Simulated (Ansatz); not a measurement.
# BClH₄O₂ (built from SMILES Cl.OBO): Born-Oppenheimer dynamics

Aim: follow the atoms for 30 steps of 1.0 fs at constant energy, with velocities drawn for 300 K, and see to which side of the barrier the system falls.

The runs use Ansatz 0.2.0, Gaussian basis; PBE0-D4/def2-SVP.

1 further run of the same task is left out (it didn't finish).

## 1. The starting structure

The start, a first-order saddle point found at PBE0-D4 in triple zeta: 8 atoms, charge 0, spin multiplicity 1.

Atoms are counted from 1 here; the program's logs count them from 0.

Bond lengths: B1–H2 1.357 Å, B1–O3 1.359 Å, B1–O4 1.352 Å, O3–H7 0.960 Å, O4–H8 0.961 Å. Angles: H2–B1–O3 115.0°, H2–B1–O4 105.8°, O3–B1–O4 124.7°, B1–O3–H7 114.7°, B1–O4–H8 112.3°.

Coordinates:

```xyz
8

B    -0.0628   -0.1955   -0.1336
H     1.2144   -0.6517   -0.1049
O    -0.3484    0.6489   -1.1600
O    -0.8357   -1.2391    0.2425
H     1.1731   -0.0486    0.6362
Cl    0.5035    1.0964    1.6104
H     0.1207    1.4854   -1.1328
H    -1.7648   -1.0959    0.0422
```

## 2. The run

Input file md/in.yaml:

```yaml
crystal:
  periodic: [false, false, false]
  atoms:
    - {symbol: B, position_ang: [-0.062812, -0.195501, -0.133568]}
    - {symbol: H, position_ang: [1.214435, -0.651723, -0.104900]}
    - {symbol: O, position_ang: [-0.348425, 0.648864, -1.160002]}
    - {symbol: O, position_ang: [-0.835735, -1.239055, 0.242522]}
    - {symbol: H, position_ang: [1.173075, -0.048641, 0.636223]}
    - {symbol: Cl, position_ang: [0.503504, 1.096409, 1.610372]}
    - {symbol: H, position_ang: [0.120732, 1.485445, -1.132839]}
    - {symbol: H, position_ang: [-1.764774, -1.095899, 0.042193]}
basis:
  gaussian: {orbitals: def2-SVP}
hamiltonian: {xc: pbe0, dispersion: d4}
md: {n_steps: 30, timestep: 1.0, temperature: 300, ensemble: nve, seed: 126, initial_velocities: maxwell_boltzmann}
```

Command:

```bash
$ ansatz run in.yaml --threads 2 --pin off --events-out ev --progress --plain --max-ram 4352MiB
```

**Question.** What will these runs give? Wanted: temperature at the start; mean temperature, second half; lowest and highest potential energy, from the first frame; largest change of potential + kinetic; bonds lost by distance.

**Answer**, as computed:

| quantity | value |
| --- | --- |
| length | 30 steps, 30.0 fs |
| temperature at the start | 300 K |
| mean temperature, second half | 1417 K |
| lowest and highest potential energy, from the first frame | -1368 and 136 meV |
| largest change of potential + kinetic | 14.2 meV |
| bonds lost by distance | B1–H2 |

**Reading.** By the last frame it has moved towards the side where B1–Cl6, H2–H5 form. The system runs downhill by 1.37 eV, and that energy turns into motion. With no thermostat the total energy should stay fixed; it holds within 14.2 meV, small beside the kinetic energy, so the time step serves. With 8 atoms the instant temperature spans 139 to 2061 K.
